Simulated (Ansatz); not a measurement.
This script makes the interaction energy of a dimer with the counterpoise correction of B₂H₄, SMILES BB with Ansatz 0.2.0, Python API.

`run_dimer.py`
```python
import ansatz as az

FIRST = [
    ('B', (-0.2157, -0.8255, -0.0667)),
    ('B', (0.2312, 0.7868, 0.0862)),
    ('H', (-0.6276, -1.397, 0.8582)),
    ('H', (-0.2154, -1.272, -1.1509)),
    ('H', (0.5676, 1.4004, -0.8812)),
    ('H', (0.2601, 1.3075, 1.1545)),
]
SECOND = [
    ('B', (-2.6029, 1.0874, 1.1936)),
    ('B', (-2.573, 0.5536, 2.7863)),
    ('H', (-2.1731, 2.1354, 0.9314)),
    ('H', (-2.9424, 0.3105, 0.3836)),
    ('H', (-2.9293, -0.5565, 3.0437)),
    ('H', (-2.245, 1.2861, 3.6633)),
]

def energy(atoms, ghosts=()):
    molecule = az.Crystal.molecule()
    for symbol, xyz in atoms:
        molecule = molecule.atom(symbol, xyz)
    calc = (
        molecule.calculation()
        .basis(gaussian='def2-SVP')
        .correlation('mp2')
        .accuracy('medium')
        .scf(lower_state_search='standard')
    )
    deck = calc.input()
    if ghosts:
        deck = deck.set(az.key.basis.gaussian.ghost_atoms, [{'symbol': s, 'position_ang': list(xyz)} for s, xyz in ghosts])
    return az.Session.from_dict(deck).plan().execute().report['free_energy_ev']


def main() -> None:
    both = energy(FIRST + SECOND)
    alone = energy(FIRST) + energy(SECOND)
    ghosted = energy(FIRST, SECOND) + energy(SECOND, FIRST)
    print(f'dimer {both:.6f} eV')
    print(f'interaction, uncorrected   {(both - alone):8.3f} eV')
    print(f'interaction, counterpoise  {(both - ghosted):8.3f} eV')
    print(f'basis-set superposition    {(alone - ghosted):8.3f} eV')


if __name__ == '__main__':
    main()
```

How large is the interaction at this pose, and how much of it is basis-set superposition?

Uncorrected it is -0.097 eV, with the counterpoise correction -0.042 eV; the difference, 0.06 eV, is the superposition error.

What the script printed:

```console
$ python run_dimer.py
dimer -2815.723093 eV
interaction, uncorrected     -0.097 eV
interaction, counterpoise    -0.042 eV
basis-set superposition       0.055 eV
```

These settings explore the input space; basis and method may be short of convergence. The dimer is a generated trial pose of unrelaxed monomers, not a minimum, so the figure is no binding energy, and the basis set is small. Finished in 2.6 s on 1 thread of Arm Neoverse V2, with other jobs on the host, peak memory 0.2 GiB.
